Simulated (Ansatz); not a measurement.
# CH4FSn: vertical spin-state energies from a Python script

Which spin state of CH4FSn lies lowest at this geometry? Aim: vertical spin-state energies, for CH4FSn, run from a script.

Computed with Ansatz 0.2.0, driven from Python. Level of theory: r2SCAN0/def2-SVP.

## 1. The system

Bond lengths: C1–Sn2 2.088 Å, Sn2–F3 1.918 Å, C1–H4 1.171 Å, C1–H5 1.147 Å, C1–H6 1.088 Å, Sn2–H7 1.738 Å. Angles: C1–Sn2–F3 108.0°, C1–Sn2–H7 109.8°, F3–Sn2–H7 108.8°, Sn2–C1–H4 109.3°, Sn2–C1–H5 111.4°, Sn2–C1–H6 114.4°, H4–C1–H5 108.1°, H4–C1–H6 106.6°, H5–C1–H6 106.8°.

No structure file is read: the coordinates are typed or built in the script.

## 2. Script

spin.py

```python
"""Vertical spin-state energies of CH4FSn."""

import ansatz as az

GEOMETRY = """
C    -0.57290    0.51280   -0.48420
Sn    0.53090   -0.40810    1.03010
F     2.38920   -0.27390    0.57510
H    -0.25560    1.63670   -0.56570
H    -1.69760    0.47590   -0.26350
H    -0.43250    0.07750   -1.47150
H     0.09980   -2.08880    1.13400
"""


def main() -> None:
    ch4fsn = az.Crystal.molecule()
    for line in GEOMETRY.strip().splitlines():
        symbol, *xyz = line.split()
        ch4fsn = ch4fsn.atom(symbol, [float(v) for v in xyz])

    model = (
        ch4fsn.calculation()
        .basis(gaussian="def2-SVP")
        .functional("r2scan0")
    )
    found = {}
    for unpaired in [1, 3]:
        report = model.spin("collinear", total=unpaired).run(threads=1).report
        s = unpaired / 2
        found[unpaired] = report["free_energy_ev"]
        print(f"2S+1 = {unpaired + 1}: E = {found[unpaired]:.5f} eV, <S^2> = {abs(report['mean_field']['state']['spin_squared']):.3f} (pure state {s * (s + 1):.2f})")
    lowest = min(found, key=found.get)
    for unpaired, e in found.items():
        print(f"multiplicity {unpaired + 1}: {96.485332 * (e - found[lowest]):.1f} kJ/mol above the lowest")


if __name__ == "__main__":
    main()
```

## 3. The run

Run with:

```
python spin.py
```

**Question.** Which spin state is lowest at this geometry, and how far above lie the others?

As calculated:

| quantity | value |
| --- | --- |
| runs compared | 2 |
| lowest | run 1 (2S+1 = 2) |
| next above it by | 6.597 eV |

In words: In order: multiplicity 2 (+0.00 eV) and multiplicity 4 (+6.60 eV), all at the one geometry. Caveats:
- The geometry is a force-field or estimated start, not a minimum of this method, and the basis set is short of its limit. All parts are taken at fixed geometry, without zero-point energy.
- def2 sets replace the cores of elements past krypton by effective core potentials.
- The species is open-shell (spin multiplicity 2).
- Spin-orbit coupling, which mixes and shifts the spin states of heavy atoms, is left out.
